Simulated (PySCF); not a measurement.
**A gas-phase reaction: H4O6Si4 + Br2 → BrH3O6Si4 + BrH**

Wanted: the reaction energy for `O1[SiH]2O[SiH]3O[SiH]1O[SiH](O2)O3` + `BrBr` → `Br[Si]12O[SiH]3O[SiH](O[SiH](O3)O1)O2` + `Br`.

Programs: PySCF 2.14.0. All values are calculated, for the isolated system unless a continuum is named. Atoms count from 0, parts from 1.

### 1 The system as given

Each species was relaxed by itself at GFN2-xTB.

### 2 Reaction energy: PBE0-D3(BJ)/def2-SVP

Job settings and geometry (Å):

```
{"job": {"kind": "react", "xc": "PBE0", "basis": "def2-SVP", "disp": "d3bj"}, "charge": 0, "multiplicity": 1}
-1 H4O6Si4 charge 0 multiplicity 1
O     -1.691760    -0.721260    -0.183280
Si    -1.107360     0.396130    -1.225460
O     -0.684850     1.687910    -0.314790
Si     0.380730     1.394860     0.891380
O     -0.290320     0.220800     1.812020
Si    -0.688220    -1.160860     1.031500
O      0.684850    -1.687430     0.314930
Si     1.414980    -0.629840    -0.697310
O      0.289620    -0.220500    -1.812000
O      1.692510     0.720580     0.183250
H     -2.039860     0.729950    -2.253970
H      0.702370     2.567780     1.639510
H     -1.266430    -2.137410     1.898020
H      2.603750    -1.160700    -1.283830

-1 Br2 charge 0 multiplicity 1
Br     1.140720     0.005400     0.001160
Br    -1.140720    -0.005400    -0.001160

+1 BrH3O6Si4 charge 0 multiplicity 1
Br     1.208660     3.514340     0.010750
Si     0.517970     1.505030     0.005410
O      1.708730     0.483540     0.413550
Si     1.267040    -1.096580     0.435190
O     -0.007590    -1.166120     1.456810
Si    -1.296980    -0.216850     1.125900
O     -1.729340    -0.567160    -0.411480
Si    -0.578120    -0.454660    -1.567030
O      0.663570    -1.387700    -1.056230
O     -0.022140     1.085650    -1.464350
O     -0.696060     1.308610     1.061520
H      2.357740    -1.936360     0.801080
H     -2.357930    -0.316820     2.070970
H     -1.035550    -0.754930    -2.882090

+1 BrH charge 0 multiplicity 1
Br     0.700730     0.005180     0.001110
H     -0.700730    -0.005180    -0.001110
```

Method: PBE0-D3(BJ)/def2-SVP reaction energy of separated species, gas phase.

The run is started by

```
OMP_NUM_THREADS=1 python cluster_run.py task.json out
```

One launch serves the whole session: the jobs run in the order shown.

Standard output:

```text
species 1 (H4O6Si4)
coarse grid: 15496 points
cycle   1  E = -1609.9197725738  dE =  2.634e+00  |g| = 1.530e+00  |ddm| = 4.519e+00
cycle   2  E = -1609.5368694056  dE =  3.829e-01  |g| = 2.083e+00  |ddm| = 2.676e+00
cycle   3  E = -1610.3464836990  dE = -8.096e-01  |g| = 3.864e-02  |ddm| = 1.646e+00
cycle   4  E = -1610.3467898692  dE = -3.062e-04  |g| = 1.017e-02  |ddm| = 5.727e-02
cycle   5  E = -1610.3468148400  dE = -2.497e-05  |g| = 1.695e-03  |ddm| = 1.621e-02
cycle   6  E = -1610.3468154638  dE = -6.238e-07  |g| = 3.106e-04  |ddm| = 2.372e-03
final grid: 136440 points
cycle   7  E = -1610.5839156519  dE = -1.561e-05  |g| = 1.126e-02  |ddm| = 3.010e-02
cycle   8  E = -1610.5838973270  dE =  1.832e-05  |g| = 1.514e-02  |ddm| = 1.840e-02
cycle   9  E = -1610.5839386502  dE = -4.132e-05  |g| = 3.491e-04  |ddm| = 1.054e-02
cycle  10  E = -1610.5839386736  dE = -2.338e-08  |g| = 1.002e-04  |ddm| = 5.193e-04
cycle  11  E = -1610.5839386747  dE = -1.050e-09  |g| = 7.251e-05  |ddm| = 1.254e-04
cycle  12  E = -1610.5839386756  dE = -9.732e-10  |g| = 4.580e-06  |ddm| = 5.591e-05
converged SCF energy = -1610.5839386756

species 2 (Br2)
coarse grid: 14664 points
cycle   1  E = -5147.0740250784  dE = -2.013e+00  |g| = 1.557e-01  |ddm| = 1.714e+00
cycle   2  E = -5147.0757649799  dE = -1.740e-03  |g| = 1.148e-01  |ddm| = 1.782e-01
cycle   3  E = -5147.0777633519  dE = -1.998e-03  |g| = 1.116e-02  |ddm| = 1.026e-01
cycle   4  E = -5147.0777927785  dE = -2.943e-05  |g| = 2.411e-03  |ddm| = 1.323e-02
cycle   5  E = -5147.0777942765  dE = -1.498e-06  |g| = 1.973e-04  |ddm| = 2.343e-03
final grid: 26152 points
cycle   6  E = -5147.0777907964  dE = -5.190e-09  |g| = 1.535e-04  |ddm| = 3.949e-04
cycle   7  E = -5147.0777907978  dE = -1.393e-09  |g| = 1.190e-04  |ddm| = 2.236e-04
cycle   8  E = -5147.0777908001  dE = -2.297e-09  |g| = 6.767e-06  |ddm| = 9.130e-05
cycle   9  E = -5147.0777908001  dE =  0.000e+00  |g| = 1.053e-06  |ddm| = 8.337e-06
converged SCF energy = -5147.0777908001

species 3 (BrH3O6Si4)
coarse grid: 71480 points
cycle   1  E = -4183.1486521964  dE =  1.896e+00  |g| = 1.541e+00  |ddm| = 4.698e+00
cycle   2  E = -4182.7692093885  dE =  3.794e-01  |g| = 2.087e+00  |ddm| = 2.719e+00
cycle   3  E = -4183.5818138362  dE = -8.126e-01  |g| = 4.870e-02  |ddm| = 1.672e+00
cycle   4  E = -4183.5822175943  dE = -4.038e-04  |g| = 2.760e-02  |ddm| = 1.042e-01
cycle   5  E = -4183.5824181399  dE = -2.005e-04  |g| = 5.413e-03  |ddm| = 4.249e-02
cycle   6  E = -4183.5824223256  dE = -4.186e-06  |g| = 2.107e-03  |ddm| = 6.304e-03
final grid: 144144 points
cycle   7  E = -4183.5824598138  dE =  1.049e-06  |g| = 3.261e-03  |ddm| = 5.259e-03
cycle   8  E = -4183.5824566281  dE =  3.186e-06  |g| = 5.245e-03  |ddm| = 6.550e-03
cycle   9  E = -4183.5824618353  dE = -5.207e-06  |g| = 1.535e-04  |ddm| = 3.992e-03
cycle  10  E = -4183.5824618394  dE = -4.094e-09  |g| = 8.639e-06  |ddm| = 1.763e-04
cycle  11  E = -4183.5824618394  dE =  9.095e-12  |g| = 4.340e-06  |ddm| = 1.228e-05
converged SCF energy = -4183.5824618394

species 4 (BrH)
coarse grid: 9808 points
cycle   1  E = -2574.1366092925  dE = -1.086e+00  |g| = 1.496e-01  |ddm| = 1.146e+00
cycle   2  E = -2574.1398794768  dE = -3.270e-03  |g| = 1.135e-01  |ddm| = 3.554e-01
cycle   3  E = -2574.1442643071  dE = -4.385e-03  |g| = 2.353e-02  |ddm| = 1.647e-01
cycle   4  E = -2574.1443327233  dE = -6.842e-05  |g| = 1.659e-03  |ddm| = 1.488e-02
cycle   5  E = -2574.1443329738  dE = -2.506e-07  |g| = 5.616e-04  |ddm| = 1.439e-03
final grid: 18448 points
cycle   6  E = -2574.1443148740  dE = -2.975e-08  |g| = 4.463e-04  |ddm| = 8.845e-04
cycle   7  E = -2574.1443148878  dE = -1.376e-08  |g| = 3.524e-04  |ddm| = 6.339e-04
cycle   8  E = -2574.1443149074  dE = -1.968e-08  |g| = 7.885e-06  |ddm| = 2.623e-04
cycle   9  E = -2574.1443149075  dE = -2.774e-11  |g| = 2.874e-06  |ddm| = 1.519e-05
converged SCF energy = -2574.1443149075

Reaction energy = -42.043 kcal/mol
```

Wall time 58 s (1 thread of Intel Xeon at 2.70GHz, shared host); peak memory 0.77 GiB.

Species by species (with the dispersion term, which the log's SCF energies lack):

| ν | species | energy (Eh) | HOMO (eV) |
| --- | --- | --- | --- |
| -1 | O1[SiH]2O[SiH]3O[SiH]1O[SiH](O2)O3 | -1610.60409 | -9.64 |
| -1 | BrBr | -5147.07902 | -8.00 |
| +1 | Br[Si]12O[SiH]3O[SiH](O[SiH](O3)O1)O2 | -4183.60548 | -8.88 |
| +1 | Br | -2574.14463 | -8.54 |

### 3 Energies of the species: M06-2X-D3(0)/def2-SVP

The job, as its differences from that of step 2:

```diff
@@ -1,2 +1,2 @@
-{"job": {"kind": "react", "xc": "PBE0", "basis": "def2-SVP", "disp": "d3bj"}, "charge": 0, "multiplicity": 1}
+{"job": {"kind": "react", "xc": "M06-2X", "basis": "def2-SVP", "disp": "d3zero"}, "charge": 0, "multiplicity": 1}
 -1 H4O6Si4 charge 0 multiplicity 1
```

Method: M06-2X-D3(0)/def2-SVP reaction energy of separated species, gas phase.

Standard output:

```text
species 1 (H4O6Si4)
coarse grid: 66616 points
cycle   1  E = -1611.0153523651  dE =  2.798e+00  |g| = 1.343e+00  |ddm| = 4.423e+00
cycle   2  E = -1610.9719754350  dE =  4.338e-02  |g| = 1.460e+00  |ddm| = 2.002e+00
cycle   3  E = -1611.3541005815  dE = -3.821e-01  |g| = 4.138e-02  |ddm| = 1.071e+00
cycle   4  E = -1611.3544940935  dE = -3.935e-04  |g| = 1.222e-02  |ddm| = 6.720e-02
cycle   5  E = -1611.3545259738  dE = -3.188e-05  |g| = 1.664e-03  |ddm| = 1.699e-02
cycle   6  E = -1611.3545267005  dE = -7.267e-07  |g| = 5.429e-04  |ddm| = 2.751e-03
final grid: 136440 points
cycle   7  E = -1611.3548691235  dE = -8.802e-06  |g| = 2.437e-03  |ddm| = 1.180e-02
cycle   8  E = -1611.3548687889  dE =  3.347e-07  |g| = 2.933e-03  |ddm| = 3.693e-03
cycle   9  E = -1611.3548703195  dE = -1.531e-06  |g| = 1.954e-04  |ddm| = 2.012e-03
cycle  10  E = -1611.3548703286  dE = -9.109e-09  |g| = 1.196e-04  |ddm| = 2.908e-04
cycle  11  E = -1611.3548703314  dE = -2.852e-09  |g| = 2.856e-05  |ddm| = 1.178e-04
cycle  12  E = -1611.3548703316  dE = -1.983e-10  |g| = 7.293e-06  |ddm| = 3.789e-05
converged SCF energy = -1611.3548703316

species 2 (Br2)
coarse grid: 14664 points
cycle   1  E = -5147.7479817492  dE = -2.037e+00  |g| = 1.408e-01  |ddm| = 1.742e+00
cycle   2  E = -5147.7516994839  dE = -3.718e-03  |g| = 8.846e-02  |ddm| = 2.388e-01
cycle   3  E = -5147.7538622207  dE = -2.163e-03  |g| = 1.157e-02  |ddm| = 9.974e-02
cycle   4  E = -5147.7538878136  dE = -2.559e-05  |g| = 1.988e-03  |ddm| = 8.037e-03
cycle   5  E = -5147.7538882575  dE = -4.438e-07  |g| = 3.145e-04  |ddm| = 1.439e-03
final grid: 26152 points
cycle   6  E = -5147.7523080499  dE = -4.676e-07  |g| = 4.043e-04  |ddm| = 2.545e-03
cycle   7  E = -5147.7523080724  dE = -2.259e-08  |g| = 3.115e-04  |ddm| = 9.370e-04
cycle   8  E = -5147.7523080866  dE = -1.411e-08  |g| = 1.364e-05  |ddm| = 2.515e-04
cycle   9  E = -5147.7523080867  dE = -9.823e-11  |g| = 4.630e-06  |ddm| = 3.308e-05
converged SCF energy = -5147.7523080867

species 3 (BrH3O6Si4)
coarse grid: 71480 points
cycle   1  E = -4184.3516008872  dE =  2.077e+00  |g| = 1.346e+00  |ddm| = 4.609e+00
cycle   2  E = -4184.3129894020  dE =  3.861e-02  |g| = 1.458e+00  |ddm| = 2.054e+00
cycle   3  E = -4184.6939444900  dE = -3.810e-01  |g| = 4.490e-02  |ddm| = 1.094e+00
cycle   4  E = -4184.6943674012  dE = -4.229e-04  |g| = 1.920e-02  |ddm| = 7.872e-02
cycle   5  E = -4184.6944469102  dE = -7.951e-05  |g| = 4.267e-03  |ddm| = 2.845e-02
cycle   6  E = -4184.6944502132  dE = -3.303e-06  |g| = 1.014e-03  |ddm| = 5.178e-03
final grid: 144144 points
cycle   7  E = -4184.6938828037  dE = -6.713e-06  |g| = 1.978e-03  |ddm| = 1.242e-02
cycle   8  E = -4184.6938827535  dE =  5.023e-08  |g| = 2.216e-03  |ddm| = 3.651e-03
cycle   9  E = -4184.6938836371  dE = -8.836e-07  |g| = 1.844e-04  |ddm| = 1.702e-03
cycle  10  E = -4184.6938836441  dE = -7.020e-09  |g| = 1.232e-04  |ddm| = 2.833e-04
cycle  11  E = -4184.6938836473  dE = -3.126e-09  |g| = 2.198e-05  |ddm| = 1.357e-04
cycle  12  E = -4184.6938836474  dE = -1.064e-10  |g| = 8.807e-06  |ddm| = 2.932e-05
converged SCF energy = -4184.6938836474

species 4 (BrH)
coarse grid: 9808 points
cycle   1  E = -2574.4709583203  dE = -1.104e+00  |g| = 1.659e-01  |ddm| = 1.147e+00
cycle   2  E = -2574.4777163972  dE = -6.758e-03  |g| = 1.158e-01  |ddm| = 3.556e-01
cycle   3  E = -2574.4812799934  dE = -3.564e-03  |g| = 1.229e-02  |ddm| = 1.288e-01
cycle   4  E = -2574.4812930129  dE = -1.302e-05  |g| = 2.534e-03  |ddm| = 6.472e-03
cycle   5  E = -2574.4812942367  dE = -1.224e-06  |g| = 5.328e-04  |ddm| = 2.310e-03
final grid: 18448 points
cycle   6  E = -2574.4803999585  dE = -9.034e-08  |g| = 4.602e-04  |ddm| = 8.657e-04
cycle   7  E = -2574.4803999741  dE = -1.561e-08  |g| = 2.802e-04  |ddm| = 4.409e-04
cycle   8  E = -2574.4803999835  dE = -9.382e-09  |g| = 3.339e-06  |ddm| = 1.744e-04
cycle   9  E = -2574.4803999835  dE = -1.819e-12  |g| = 1.380e-06  |ddm| = 5.259e-06
converged SCF energy = -2574.4803999835

Reaction energy = -42.146 kcal/mol
```

It took 82 s on 1 thread of Intel Xeon at 2.70GHz, shared host; peak memory 0.77 GiB.

Reaction energy at this level: -42.15 kcal/mol.

### 4 Energies of the species: HF/6-31++G** Br:def2-SVP

The job, as its differences from that of step 3:

```diff
@@ -1,2 +1,2 @@
-{"job": {"kind": "react", "xc": "M06-2X", "basis": "def2-SVP", "disp": "d3zero"}, "charge": 0, "multiplicity": 1}
+{"job": {"kind": "react", "xc": "HF", "basis": {"default": "6-31++G**", "Br": "def2-SVP"}}, "charge": 0, "multiplicity": 1}
 -1 H4O6Si4 charge 0 multiplicity 1
```

With the program's defaults for keys left out, this is: HF/6-31++G** Br:def2-SVP reaction energy of separated species, gas phase.

Standard output:

```text
species 1 (H4O6Si4)
final grid: 136440 points
cycle   1  E = -1607.5157791771  dE =  3.028e+00  |g| = 1.131e+00  |ddm| = 6.654e+00
cycle   2  E = -1607.7190929151  dE = -2.033e-01  |g| = 6.035e-01  |ddm| = 4.157e+00
cycle   3  E = -1607.7870248406  dE = -6.793e-02  |g| = 7.532e-02  |ddm| = 1.888e+00
cycle   4  E = -1607.7888317614  dE = -1.807e-03  |g| = 9.846e-03  |ddm| = 2.173e-01
cycle   5  E = -1607.7888645929  dE = -3.283e-05  |g| = 2.503e-03  |ddm| = 6.056e-02
cycle   6  E = -1607.7888666322  dE = -2.039e-06  |g| = 3.420e-04  |ddm| = 1.544e-02
cycle   7  E = -1607.7888666908  dE = -5.866e-08  |g| = 4.382e-05  |ddm| = 2.341e-03
cycle   8  E = -1607.7888666919  dE = -1.060e-09  |g| = 1.297e-05  |ddm| = 3.940e-04
cycle   9  E = -1607.7888666920  dE = -5.957e-11  |g| = 6.708e-06  |ddm| = 6.480e-05
converged SCF energy = -1607.7888666920

species 2 (Br2)
final grid: 26152 points
cycle   1  E = -5144.1743663948  dE = -2.100e+00  |g| = 1.784e-01  |ddm| = 1.734e+00
cycle   2  E = -5144.1834591547  dE = -9.093e-03  |g| = 7.171e-02  |ddm| = 2.399e-01
cycle   3  E = -5144.1846956570  dE = -1.237e-03  |g| = 1.365e-02  |ddm| = 7.265e-02
cycle   4  E = -5144.1847713708  dE = -7.571e-05  |g| = 3.704e-03  |ddm| = 1.591e-02
cycle   5  E = -5144.1847763273  dE = -4.957e-06  |g| = 7.123e-04  |ddm| = 4.495e-03
cycle   6  E = -5144.1847765032  dE = -1.759e-07  |g| = 8.012e-05  |ddm| = 9.053e-04
cycle   7  E = -5144.1847765051  dE = -1.870e-09  |g| = 1.008e-05  |ddm| = 1.213e-04
cycle   8  E = -5144.1847765051  dE = -5.093e-11  |g| = 1.058e-06  |ddm| = 2.424e-05
converged SCF energy = -5144.1847765051

species 3 (BrH3O6Si4)
final grid: 144144 points
cycle   1  E = -4179.0794611359  dE =  2.366e+00  |g| = 1.139e+00  |ddm| = 7.058e+00
cycle   2  E = -4179.2877473545  dE = -2.083e-01  |g| = 6.016e-01  |ddm| = 4.175e+00
cycle   3  E = -4179.3557453251  dE = -6.800e-02  |g| = 7.610e-02  |ddm| = 1.975e+00
cycle   4  E = -4179.3575796836  dE = -1.834e-03  |g| = 1.120e-02  |ddm| = 2.378e-01
cycle   5  E = -4179.3576243582  dE = -4.467e-05  |g| = 3.326e-03  |ddm| = 6.331e-02
cycle   6  E = -4179.3576284403  dE = -4.082e-06  |g| = 7.899e-04  |ddm| = 1.773e-02
cycle   7  E = -4179.3576287609  dE = -3.206e-07  |g| = 2.788e-04  |ddm| = 4.631e-03
cycle   8  E = -4179.3576288038  dE = -4.293e-08  |g| = 8.247e-05  |ddm| = 1.826e-03
cycle   9  E = -4179.3576288083  dE = -4.543e-09  |g| = 3.055e-05  |ddm| = 6.461e-04
cycle  10  E = -4179.3576288087  dE = -4.020e-10  |g| = 7.375e-06  |ddm| = 1.745e-04
converged SCF energy = -4179.3576288087

species 4 (BrH)
final grid: 18448 points
cycle   1  E = -2572.6675915843  dE = -1.156e+00  |g| = 1.946e-01  |ddm| = 1.058e+00
cycle   2  E = -2572.6818656503  dE = -1.427e-02  |g| = 6.930e-02  |ddm| = 3.089e-01
cycle   3  E = -2572.6831743555  dE = -1.309e-03  |g| = 1.710e-02  |ddm| = 6.771e-02
cycle   4  E = -2572.6833138865  dE = -1.395e-04  |g| = 5.771e-03  |ddm| = 2.389e-02
cycle   5  E = -2572.6833288347  dE = -1.495e-05  |g| = 1.218e-03  |ddm| = 9.037e-03
cycle   6  E = -2572.6833296863  dE = -8.515e-07  |g| = 1.621e-04  |ddm| = 2.523e-03
cycle   7  E = -2572.6833297008  dE = -1.453e-08  |g| = 2.384e-05  |ddm| = 4.250e-04
cycle   8  E = -2572.6833297010  dE = -1.842e-10  |g| = 2.886e-06  |ddm| = 3.936e-05
converged SCF energy = -2572.6833297010

Reaction energy = -42.241 kcal/mol
```

Run time: 34 s. Hardware: 1 thread of Intel Xeon at 2.70GHz, shared host; peak memory 0.72 GiB.

Reaction energy at this level: -42.24 kcal/mol.

### 5 Reaction energy: MP2/cc-pVDZ

The job, as its differences from that of step 4:

```diff
@@ -1,2 +1,2 @@
-{"job": {"kind": "react", "xc": "HF", "basis": {"default": "6-31++G**", "Br": "def2-SVP"}}, "charge": 0, "multiplicity": 1}
+{"job": {"kind": "react", "xc": "MP2", "basis": "cc-pVDZ"}, "charge": 0, "multiplicity": 1}
 -1 H4O6Si4 charge 0 multiplicity 1
```

Level: MP2/cc-pVDZ reaction energy of separated species, gas phase.

Standard output:

```text
species 1 (H4O6Si4)
final grid: 136440 points
cycle   1  E = -1607.5100765059  dE =  3.165e+00  |g| = 1.139e+00  |ddm| = 6.935e+00
cycle   2  E = -1607.7127551092  dE = -2.027e-01  |g| = 6.155e-01  |ddm| = 2.838e+00
cycle   3  E = -1607.7825524841  dE = -6.980e-02  |g| = 6.964e-02  |ddm| = 8.064e-01
cycle   4  E = -1607.7841477465  dE = -1.595e-03  |g| = 9.710e-03  |ddm| = 1.946e-01
cycle   5  E = -1607.7841793864  dE = -3.164e-05  |g| = 2.168e-03  |ddm| = 3.227e-02
cycle   6  E = -1607.7841810910  dE = -1.705e-06  |g| = 3.183e-04  |ddm| = 6.120e-03
cycle   7  E = -1607.7841811414  dE = -5.042e-08  |g| = 5.286e-05  |ddm| = 1.421e-03
cycle   8  E = -1607.7841811430  dE = -1.543e-09  |g| = 1.736e-05  |ddm| = 1.788e-04
cycle   9  E = -1607.7841811431  dE = -1.041e-10  |g| = 8.258e-06  |ddm| = 3.847e-05
converged SCF energy = -1607.7841811431

species 2 (Br2)
final grid: 26152 points
cycle   1  E = -5144.7455409475  dE = -2.019e+00  |g| = 1.738e-01  |ddm| = 2.020e+00
cycle   2  E = -5144.7546720118  dE = -9.131e-03  |g| = 6.461e-02  |ddm| = 3.870e-01
cycle   3  E = -5144.7558794161  dE = -1.207e-03  |g| = 1.103e-02  |ddm| = 1.174e-01
cycle   4  E = -5144.7559465710  dE = -6.715e-05  |g| = 1.537e-03  |ddm| = 2.334e-02
cycle   5  E = -5144.7559480389  dE = -1.468e-06  |g| = 1.315e-04  |ddm| = 3.415e-03
cycle   6  E = -5144.7559480483  dE = -9.317e-09  |g| = 1.606e-05  |ddm| = 5.837e-04
cycle   7  E = -5144.7559480484  dE = -1.073e-10  |g| = 2.844e-06  |ddm| = 6.526e-05
converged SCF energy = -5144.7559480484

species 3 (BrH3O6Si4)
final grid: 144144 points
cycle   1  E = -4179.3573585779  dE =  2.538e+00  |g| = 1.145e+00  |ddm| = 7.061e+00
cycle   2  E = -4179.5651439626  dE = -2.078e-01  |g| = 6.124e-01  |ddm| = 2.999e+00
cycle   3  E = -4179.6348390974  dE = -6.970e-02  |g| = 7.057e-02  |ddm| = 8.286e-01
cycle   4  E = -4179.6364575845  dE = -1.618e-03  |g| = 1.135e-02  |ddm| = 1.973e-01
cycle   5  E = -4179.6365021528  dE = -4.457e-05  |g| = 2.918e-03  |ddm| = 3.966e-02
cycle   6  E = -4179.6365056425  dE = -3.490e-06  |g| = 6.827e-04  |ddm| = 8.455e-03
cycle   7  E = -4179.6365059046  dE = -2.621e-07  |g| = 2.333e-04  |ddm| = 2.759e-03
cycle   8  E = -4179.6365059367  dE = -3.213e-08  |g| = 7.505e-05  |ddm| = 8.931e-04
cycle   9  E = -4179.6365059397  dE = -3.060e-09  |g| = 2.875e-05  |ddm| = 2.739e-04
cycle  10  E = -4179.6365059401  dE = -3.647e-10  |g| = 4.700e-06  |ddm| = 1.011e-04
converged SCF energy = -4179.6365059401

species 4 (BrH)
final grid: 18448 points
cycle   1  E = -2572.9546269836  dE = -1.114e+00  |g| = 1.933e-01  |ddm| = 1.794e+00
cycle   2  E = -2572.9687492178  dE = -1.412e-02  |g| = 6.306e-02  |ddm| = 5.424e-01
cycle   3  E = -2572.9700176377  dE = -1.268e-03  |g| = 1.352e-02  |ddm| = 1.098e-01
cycle   4  E = -2572.9701405499  dE = -1.229e-04  |g| = 2.862e-03  |ddm| = 3.426e-02
cycle   5  E = -2572.9701461527  dE = -5.603e-06  |g| = 5.014e-04  |ddm| = 8.289e-03
cycle   6  E = -2572.9701462955  dE = -1.428e-07  |g| = 1.028e-04  |ddm| = 1.449e-03
cycle   7  E = -2572.9701463022  dE = -6.659e-09  |g| = 9.809e-06  |ddm| = 4.862e-04
cycle   8  E = -2572.9701463022  dE = -5.048e-11  |g| = 1.447e-06  |ddm| = 3.469e-05
converged SCF energy = -2572.9701463022

Reaction energy = -44.499 kcal/mol
```

Wall time 39 s (1 thread of Intel Xeon at 2.70GHz, shared host); peak memory 0.69 GiB.

Reaction energy at this level: -44.50 kcal/mol.

### 6 Comparing the runs

Energies in kcal/mol, with wall time:

```csv
run,reaction,time
PBE0-D3(BJ)/def2-SVP,-42.04,58 s
M06-2X-D3(0)/def2-SVP,-42.15,82 s
HF/6-31++G** Br:def2-SVP,-42.24,34 s
MP2/cc-pVDZ,-44.50,39 s
```

### 7 Summary of results

```
                                                quantity                      value
                  reaction energy (PBE0-D3(BJ)/def2-SVP)            -42.04 kcal/mol
                     ΔH, ΔG at 298 K (xTB thermal terms)      -42.5, -42.8 kcal/mol
range of the reaction energy over the runs of this table  -44.50 to -42.04 kcal/mol
```

The reaction is exothermic by 42.5 kcal/mol in the gas phase; dispersion gives -1.23, and xTB itself gave -29.84 for the electronic energy (xTB energies and thermal terms come from the earlier relaxation of each species, not shown). No barrier was sought. xTB and this level differ widely in the electronic energy, so what comes from xTB (the thermal terms above all) is less safe here. The reaction energy runs from -44.50 (MP2/cc-pVDZ) to -42.04 kcal/mol (PBE0-D3(BJ)/def2-SVP). Some runs hold a dispersion term and some don't.
